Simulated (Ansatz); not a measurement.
# TaH3Br2: the cost of one run

Method: DFT PBE, scalar-relativistic, plane waves, PAW, in Ansatz 0.2.0.

**1. The structure to begin with**

It takes space group P4/mmm (No. 123, tetragonal). The conventional cell has a = 3.458 Å, b = 3.458 Å, c = 10.949 Å, α = 90.00°, β = 90.00°, γ = 90.00°. Ta (site symmetry 4/mmm) has 8 H at 3.13 Å and 4 Ta at 3.46 Å in its first shell of neighbours. H (site symmetry 4mm) is surrounded by 4 Br at 2.97 Å and 4 Ta at 3.13 Å. H (site symmetry 4/mmm) has 8 Br at 3.05 Å and 6 H at 3.46 to 3.52 Å in its first shell of neighbours. Br (site symmetry 4mm) has 8 H at 2.97 to 3.05 Å in its first shell of neighbours.

Structure file:

```xyz
6
Lattice="3.4578 0.0000 0.0000 0.0000 3.4578 0.0000 0.0000 0.0000 10.9492" Properties=species:S:1:pos:R:3 pbc="T T T"
Ta    0.0000    0.0000    0.0000
H     1.7289    1.7289    1.9568
H     1.7289    1.7289    5.4746
H     1.7289    1.7289    8.9923
Br    0.0000    0.0000    3.6509
Br    0.0000    0.0000    7.2982
```

Recipe of the guess: species swapped into a database cell of Pr3MgAl2 (P4/mmm, No. 123), with H on the Pr sites, Ta on the Mg sites and Br on the Al sites. The dimensions are guesses.

**2. A first look at the guess**

The input, input.yaml:

```yaml
crystal:
  lattice:
    - [3.45779545, 0.0, 0.0]
    - [0.0, 3.45779545, 0.0]
    - [0.0, 0.0, 10.94915665]
  atoms:
    - { symbol: Ta, position: [0.0, 0.0, 0.0] }
    - { symbol: H, position: [0.5, 0.5, 0.17872] }
    - { symbol: H, position: [0.5, 0.5, 0.5] }
    - { symbol: H, position: [0.5, 0.5, 0.82128] }
    - { symbol: Br, position: [0.0, 0.0, 0.333442] }
    - { symbol: Br, position: [0.0, 0.0, 0.666558] }
basis:
  ecutwfc: 420
kpoints:
  mp_grid: { grid: [6, 6, 2] }
hamiltonian:
  xc: pbe
scf:
  occupations: { method: gaussian, width: 0.1 }
  lower_state_search: "off"
output:
  forces: true
  stress: true
  eigenvalues: true
```

Command:

```bash
ansatz run input.yaml --threads 1 --pin off --max-ram 2560MiB --backend cpu --events-out ev --progress --plain --runs-dir out
```

Q: Estimate wall time and peak memory on 1 thread of Intel Xeon at 2.50GHz (Skylake/Cascade Lake), shared host.

About 6.2 s, with a peak of 0.39 GiB.
